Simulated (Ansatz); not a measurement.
# CH₇AlClNSi: one species, many methods

The task here is to estimate one member of a computed series from the others.

Program: Ansatz 0.2.0, Gaussian basis. Level of theory: functionals in def2-TZVPP, the program's frozen cores in correlated methods. These are calculated values, not measurements.

Plan: LDA (SPW92), PBE-D4, revPBE-D4, BLYP-D4, r2SCAN-D4, B97M-V, PBE0-D4, B3LYP-D4, r2SCANh-D4, r2SCAN0-D4, HSE06-D4, BHLYP-D4, CAM-B3LYP-D4, LC-ωPBE, ωB97X-V, ωB97M-V, B2PLYP, PBE-QIDH; CCSD(T)/def2-SVP; CCSD(T)/def2-TZVPP; MP2/def2-QZVPP; extrapolation to the limit; RPA on PBE.

## Structure used throughout

The geometry comes from an earlier relaxation with PBE0-D4 in a triple-zeta def2 set; it is a stationary point, not always the lowest conformer.

12 atoms, charge 0, spin multiplicity 1.

Atoms are counted from 1 here; the program's logs count them from 0.

Bond lengths: N1–Si2 1.712 Å, N1–H6 1.006 Å, N1–H7 1.006 Å, Si2–C3 1.868 Å, Si2–H8 1.489 Å, Si2–H9 1.483 Å, C3–Al4 1.969 Å, C3–Cl5 1.869 Å, C3–H10 1.090 Å, Al4–Cl5 2.431 Å, Al4–H11 1.581 Å, Al4–H12 1.582 Å. Angles: Si2–N1–H6 120.6°, Si2–N1–H7 121.7°, H6–N1–H7 111.5°, N1–Si2–C3 118.4°, N1–Si2–H8 108.6°, N1–Si2–H9 107.0°, C3–Si2–H8 103.7°, C3–Si2–H9 107.2°, H8–Si2–H9 112.0°, Si2–C3–Al4 123.5°, Si2–C3–Cl5 109.8°, Si2–C3–H10 115.1°, Al4–C3–Cl5 78.6°, Al4–C3–H10 116.0°, Cl5–C3–H10 104.8°, C3–Al4–Cl5 48.9°, C3–Al4–H11 117.9°, C3–Al4–H12 117.8° and more.

Set-up of the first run:

in.yaml reads:

```yaml
crystal:
  periodic: [false, false, false]
  atoms:
    - {symbol: N, position_ang: [-1.175702, 0.602894, 2.041599]}
    - {symbol: Si, position_ang: [-0.176152, -0.375552, 1.053636]}
    - {symbol: C, position_ang: [0.584985, 0.385967, -0.472639]}
    - {symbol: Al, position_ang: [0.991014, -0.633780, -2.107698]}
    - {symbol: Cl, position_ang: [-0.762630, 0.978532, -1.623575]}
    - {symbol: H, position_ang: [-2.139790, 0.759568, 1.798947]}
    - {symbol: H, position_ang: [-0.802007, 1.367034, 2.579533]}
    - {symbol: H, position_ang: [1.000487, -0.812417, 1.854233]}
    - {symbol: H, position_ang: [-1.001158, -1.524297, 0.606746]}
    - {symbol: H, position_ang: [1.203358, 1.265819, -0.291963]}
    - {symbol: H, position_ang: [0.347464, -2.069808, -2.263440]}
    - {symbol: H, position_ang: [2.007132, 0.000840, -3.141381]}
basis:
  gaussian: {orbitals: def2-TZVPP}
hamiltonian: {xc: lda}
output: {orbitals: {seedname: orbitals}}
```

Run with:

```bash
> ansatz run in.yaml --threads 4 --pin off --events-out ev --progress --plain --max-ram 10444MiB
```

Steps of the session up to this table: LDA; PBE-D4 (GGA); revPBE-D4 (GGA); BLYP-D4 (GGA); r2SCAN-D4 (meta-GGA); B97M-V (meta-GGA); B3LYP-D4 (hybrid); r2SCANh-D4 (hybrid); r2SCAN0-D4 (hybrid); HSE06-D4 (hybrid); BHLYP-D4 (hybrid); CAM-B3LYP-D4 (range-separated); LC-ωPBE (range-separated); ωB97X-V (range-separated); ωB97M-V (range-separated); B2PLYP (double hybrid); PBE-QIDH (double hybrid).

One of the session's tables, all rows but one given; the rest of the session is left out.

It belongs to the step «Orbital energies across the functionals». 

| functional | HOMO (eV) | gap (eV) |
| --- | --- | --- |
| LDA (SPW92) | -6.13 | 4.19 |
| PBE-D4 | -5.97 | 4.27 |
| revPBE-D4 | -5.91 | 4.30 |
| BLYP-D4 | -5.85 | 4.27 |
| r2SCAN-D4 | -6.26 | 4.82 |
| B97M-V | -6.39 | 4.87 |
| PBE0-D4 | -7.30 | 6.51 |
| B3LYP-D4 | -7.08 | 6.06 |
| r2SCANh-D4 | ? | ? |
| r2SCAN0-D4 | -7.49 | 6.88 |
| HSE06-D4 | -6.89 | 5.74 |
| BHLYP-D4 | -8.53 | 8.58 |
| CAM-B3LYP-D4 | -8.68 | 8.86 |
| LC-ωPBE | -10.04 | 11.35 |
| ωB97X-V | -9.68 | 10.84 |
| ωB97M-V | -9.56 | 10.43 |

**Question.** Estimate the row for r2SCANh-D4.

Worked estimate for «HOMO (eV)». Against the share of exact exchange, r2SCAN-D4 (0, -6.26), r2SCAN0-D4 (0.25, -7.49) give a slope of -4.92 per unit share; at 0.1 the line stands at -6.75.

**Answer.** HOMO (eV): -6.75; gap (eV): 5.66. In «HOMO (eV)» the line misses by 0.00.
